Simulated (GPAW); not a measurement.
The system is NiMoIrPdW.

```
CELL_PARAMETERS angstrom
4.11705 0.00000 0.00000
-2.05853 3.56547 0.00000
0.00000 0.00000 5.44580
ATOMIC_POSITIONS crystal
Ni 0.00000 0.00000 0.95775
Mo 0.66667 0.33333 0.96161
Pd 0.66667 0.33333 0.46295
Ir 0.33333 0.66667 0.72572
W 0.33333 0.66667 0.23642
```

The cell was built by a generator and needn't be a form met in nature.

Base run:

* Program: GPAW 26.7.0
* Functional: r2SCAN
* Potentials or basis: GPAW PAW data sets (gpaw-data 1.2.1)
* Cutoff: 600 eV
* Basis: pw
* k mesh: 5 × 5 × 4
* Occupations: fermi-dirac, width 0.05 eV
* Spin: collinear spin, ferromagnetic start
* Starting moments: [1.0, 1.0, 0.0, 0.6, 0.0] μB

Its results: pressure -3.6 GPa; net moment 0.00 μB per cell; largest force 0.235 eV/Å.

Question: The run is repeated on the same cell with these changes: functional from r2SCAN to PBE. What comes out?

Answer: Pressure 0.1 GPa; net moment 0.00 μB per cell; largest force 0.189 eV/Å.

Caveats: the stock nickel data set gives pressures a few GPa off other programs; the PAW data sets were made with another functional, which shifts forces and pressure a little (some runs).

Not every run made on this cell is shown here.
